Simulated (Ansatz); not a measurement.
# C18Br: the cost of one run

All numbers below are computed with Ansatz 0.2.0 (DFT r2SCAN, plane waves, PAW, scalar-relativistic, collinear spin).

### 1 Starting point

The cell holds 19 atoms (C18Br): a = 7.398 Å, b = 7.398 Å, c = 11.000 Å, α = 90.00°, β = 90.00°, γ = 120.00°.

Its coordinates follow in the input file.

### 2 End point A

input.yaml reads:

```yaml
crystal:
  lattice:
    - [7.398, 0.0, 0.0]
    - [-3.699, 6.406856, 0.0]
    - [0.0, 0.0, 11.0]
  atoms:
    - { symbol: C, position: [0.0, 0.0, 0.0909091] }
    - { symbol: C, position: [0.2222222, 0.1111111, 0.0909091] }
    - { symbol: C, position: [0.0, 0.3333333, 0.0909091] }
    - { symbol: C, position: [0.2222222, 0.4444444, 0.0909091] }
    - { symbol: C, position: [0.0, 0.6666667, 0.0909091] }
    - { symbol: C, position: [0.2222222, 0.7777778, 0.0909091] }
    - { symbol: C, position: [0.3333333, 0.0, 0.0909091] }
    - { symbol: C, position: [0.5555556, 0.1111111, 0.0909091] }
    - { symbol: C, position: [0.3333333, 0.3333333, 0.0909091] }
    - { symbol: C, position: [0.5555556, 0.4444444, 0.0909091] }
    - { symbol: C, position: [0.3333333, 0.6666667, 0.0909091] }
    - { symbol: C, position: [0.5555556, 0.7777778, 0.0909091] }
    - { symbol: C, position: [0.6666667, 0.0, 0.0909091] }
    - { symbol: C, position: [0.8888889, 0.1111111, 0.0909091] }
    - { symbol: C, position: [0.6666667, 0.3333333, 0.0909091] }
    - { symbol: C, position: [0.8888889, 0.4444444, 0.0909091] }
    - { symbol: C, position: [0.6666667, 0.6666667, 0.0909091] }
    - { symbol: C, position: [0.8888889, 0.7777778, 0.0909091] }
    - { symbol: Br, position: [0.9759211, 0.4905735, 0.2672727], spin: 1.0 }
magnetization:
  spin_polarized: true
basis:
  ecutwfc: 500.0
kpoints:
  mp_grid: { grid: [2, 2, 1] }
hamiltonian:
  xc: r2scan
scf:
  occupations: { method: gaussian, width: 0.02 }
  lower_state_search: "off"
relax:
  f_tol: 0.03
  max_steps: 60
  adjacent_minimum: "off"
```

Run with:

```console
$ ansatz run input.yaml --threads 4 --pin off --max-ram 10240MiB --backend cpu --events-out ev --progress --plain --runs-dir out
```

**Question.** How long does this run take on 4 threads of Intel Xeon Platinum 8488C (Sapphire Rapids), shared host, and how much memory does it need?

About 4.4 min, with a peak of 2 GiB.
